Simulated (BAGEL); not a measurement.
**HF/STO-3G (density fitting with qzvpp-jkfit) run of CH3AlF2O (SMILES C[O][Al]([F])[F])**

Aim: the vertical ionisation energy of CH3AlF2O at HF/STO-3G (density fitting with qzvpp-jkfit), from 2 runs. 

The calculation is run with BAGEL 1.2.2.

2 further runs of the same task are left out: 2 set aside as unsound or not needed. Runs told in other sessions of the task aren't counted.

## Step 1: Starting point

CH3AlF2O has 8 atoms, charge 0, and is taken as a singlet. SMILES: `C[O][Al]([F])[F]`. The coordinates come from a PBE0-D4/def2-TZVP relaxation.

Bond lengths: C1–O2 1.401 Å, O2–Al3 1.661 Å, Al3–F4 1.634 Å, Al3–F5 1.639 Å, C1–H6 1.095 Å, C1–H7 1.094 Å, C1–H8 1.094 Å. Angles: C1–O2–Al3 136.9°, O2–Al3–F4 119.6°, O2–Al3–F5 122.1°, F4–Al3–F5 118.3°, O2–C1–H6 112.5°, O2–C1–H7 109.7°, O2–C1–H8 109.7°, H6–C1–H7 108.4°, H6–C1–H8 108.4°, H7–C1–H8 108.1°.

## Step 2: A single-point energy at HF/STO-3G (density fitting with qzvpp-jkfit)

The input, hf.json:

```json
{ "bagel" : [

{
  "title" : "molecule",
  "basis" : "sto-3g",
  "df_basis" : "qzvpp-jkfit",
  "angstrom" : true,
  "geometry" : [
    { "atom" : "C", "xyz" : [      -0.239000,       0.900700,       0.881500 ] },
    { "atom" : "O", "xyz" : [      -0.459800,      -0.316300,       0.222600 ] },
    { "atom" : "Al", "xyz" : [       0.227600,      -1.156300,      -1.035300 ] },
    { "atom" : "F", "xyz" : [      -0.392600,      -2.602700,      -1.474500 ] },
    { "atom" : "F", "xyz" : [       1.520300,      -0.581200,      -1.861800 ] },
    { "atom" : "H", "xyz" : [       0.609600,       1.454200,       0.465200 ] },
    { "atom" : "H", "xyz" : [      -0.042800,       0.715700,       1.941600 ] },
    { "atom" : "H", "xyz" : [      -1.131100,       1.528900,       0.804800 ] }
  ]
},

{
  "title" : "hf",
  "charge" : 0
},

{
  "title" : "print",
  "file" : "orbitals.molden",
  "orbitals" : true
}

]}
```

On the command line:

```sh
BAGEL_NUM_THREADS=1 BAGEL hf.json > hf.out
```

The log of the run:

```text
* using 1 threads per process

  ===============================================================
  ===============================================================

  *** Geometry ***

  { "atom" : "C", "xyz" : [     -0.451645,      1.702076,      1.665794 ] },
  { "atom" : "O", "xyz" : [     -0.868896,     -0.597720,      0.420653 ] },
  { "atom" : "Al", "xyz" : [      0.430102,     -2.185090,     -1.956433 ] },
  { "atom" : "F", "xyz" : [     -0.741906,     -4.918390,     -2.786401 ] },
  { "atom" : "F", "xyz" : [      2.872951,     -1.098309,     -3.518292 ] },
  { "atom" : "H", "xyz" : [      1.151977,      2.748040,      0.879101 ] },
  { "atom" : "H", "xyz" : [     -0.080880,      1.352477,      3.669092 ] },
  { "atom" : "H", "xyz" : [     -2.137469,      2.889202,      1.520852 ] },

  Number of auxiliary basis functions:      488

  Since a DF basis is specified, we compute 2- and 3-index integrals:
    o Being stored without compression. Storage requirement is 0.004 GB

  Number of basis functions:       32
  Number of electrons      :       48

    * METHOD: MOLECULE                             0.14

  *** RHF ***

  === Nuclear Repulsion ===
   226.6320566926

      * DIIS with orbital gradients will be used.

  === RHF iteration (sto-3g) ===
      0       -548.06868063          0.01917853           0.02
      1       -548.19788762          0.00398526           0.02
      2       -548.20293810          0.00094312           0.02
      3       -548.20339056          0.00024073           0.02
      4       -548.20342741          0.00007078           0.02
      5       -548.20343087          0.00001177           0.02
      6       -548.20343099          0.00000321           0.02
      7       -548.20343100          0.00000077           0.02
      8       -548.20343100          0.00000015           0.02
      9       -548.20343100          0.00000005           0.02
     10       -548.20343100          0.00000001           0.02
     11       -548.20343100          0.00000000           0.02
    * SCF iteration converged.

    * Permanent dipole moment:
           (   -0.085540,    -0.304526,    -0.135549) a.u.

    * METHOD: HF                                   0.29

    * METHOD: PRINT                                0.00

  ===============================================================
```

It took 0.6 s on 1 thread of Arm Neoverse V2, shared host.

## Step 3: The doublet cation at the same level

The input, hf.json:

```json
{ "bagel": [

{
  "title": "molecule",
  "basis": "sto-3g",
  "df_basis": "qzvpp-jkfit",
  "angstrom": true,
  "geometry": [
    { "atom": "C", "xyz": [      -0.239000,       0.900700,       0.881500 ] },
    { "atom": "O", "xyz": [      -0.459800,      -0.316300,       0.222600 ] },
    { "atom": "Al", "xyz": [       0.227600,      -1.156300,      -1.035300 ] },
    { "atom": "F", "xyz": [      -0.392600,      -2.602700,      -1.474500 ] },
    { "atom": "F", "xyz": [       1.520300,      -0.581200,      -1.861800 ] },
    { "atom": "H", "xyz": [       0.609600,       1.454200,       0.465200 ] },
    { "atom": "H", "xyz": [      -0.042800,       0.715700,       1.941600 ] },
    { "atom": "H", "xyz": [      -1.131100,       1.528900,       0.804800 ] }
  ]
},

{
  "title": "uhf",
  "charge": 1,
  "nopen": 1
},

{
  "title": "print",
  "file": "orbitals.molden",
  "orbitals": true
}

]}
```

On the command line:

```sh
BAGEL_NUM_THREADS=1 BAGEL hf.json > hf.out
```

The log of the run:

```text
* using 1 threads per process

  ===============================================================
  ===============================================================

  *** Geometry ***

  { "atom" : "C", "xyz" : [     -0.451645,      1.702076,      1.665794 ] },
  { "atom" : "O", "xyz" : [     -0.868896,     -0.597720,      0.420653 ] },
  { "atom" : "Al", "xyz" : [      0.430102,     -2.185090,     -1.956433 ] },
  { "atom" : "F", "xyz" : [     -0.741906,     -4.918390,     -2.786401 ] },
  { "atom" : "F", "xyz" : [      2.872951,     -1.098309,     -3.518292 ] },
  { "atom" : "H", "xyz" : [      1.151977,      2.748040,      0.879101 ] },
  { "atom" : "H", "xyz" : [     -0.080880,      1.352477,      3.669092 ] },
  { "atom" : "H", "xyz" : [     -2.137469,      2.889202,      1.520852 ] },

  Number of auxiliary basis functions:      488

  Since a DF basis is specified, we compute 2- and 3-index integrals:
    o Being stored without compression. Storage requirement is 0.004 GB

  Number of basis functions:       32
  Number of electrons      :       48

    * METHOD: MOLECULE                             0.14

  *** Open-shell HF ***

  === Nuclear Repulsion ===
   226.6320566926

      * DIIS with orbital gradients will be used.

  === UHF iteration (sto-3g) ===
      0       -547.78162876          0.04105370           0.04
      1       -547.96629601          0.01236067           0.03
      2       -547.98517157          0.00493554           0.03
      3       -547.98892908          0.00237220           0.03
      4       -547.99034379          0.00030967           0.03
      5       -547.99037698          0.00007815           0.03
      6       -547.99038211          0.00001501           0.03
      7       -547.99038343          0.00000549           0.04
      8       -547.99038388          0.00000218           0.04
      9       -547.99038399          0.00000088           0.04
     10       -547.99038402          0.00000023           0.04
     11       -547.99038402          0.00000007           0.04
     12       -547.99038402          0.00000003           0.04
     13       -547.99038402          0.00000002           0.04
     14       -547.99038402          0.00000001           0.04
     15       -547.99038402          0.00000001           0.04
    * SCF iteration converged.

    * S^2 (UHF) is 0.7563

    * Permanent dipole moment:
           (    0.602499,    -1.487226,    -1.639315) a.u.

    * METHOD: UHF                                  0.64

    * METHOD: PRINT                                0.00

  ===============================================================
```

Run time: 0.94 s. Hardware: 1 thread of Arm Neoverse V2, shared host.

## Step 4: Outcome

At HF/STO-3G (density fitting with qzvpp-jkfit):

```
                                          quantity          value
                    singlet CH3AlF2O: total energy  -548.20343 Eh
                   singlet CH3AlF2O: dipole moment         0.87 D
                     singlet CH3AlF2O: HOMO energy       -8.46 eV
                     singlet CH3AlF2O: LUMO energy       10.29 eV
                   singlet CH3AlF2O: HOMO–LUMO gap       18.75 eV
                      doublet cation: total energy  -547.99038 Eh
                              doublet cation: ⟨S²⟩          0.756
vertical ionisation energy (to the doublet cation)       5.797 eV
```

What this shows: The vertical ionisation energy comes to 5.80 eV (134 kcal/mol). The negative HOMO energy of the first species, 8.46 eV, lies 2.66 eV above that difference. In a minimal basis such a difference can be off by several eV, whatever the method.
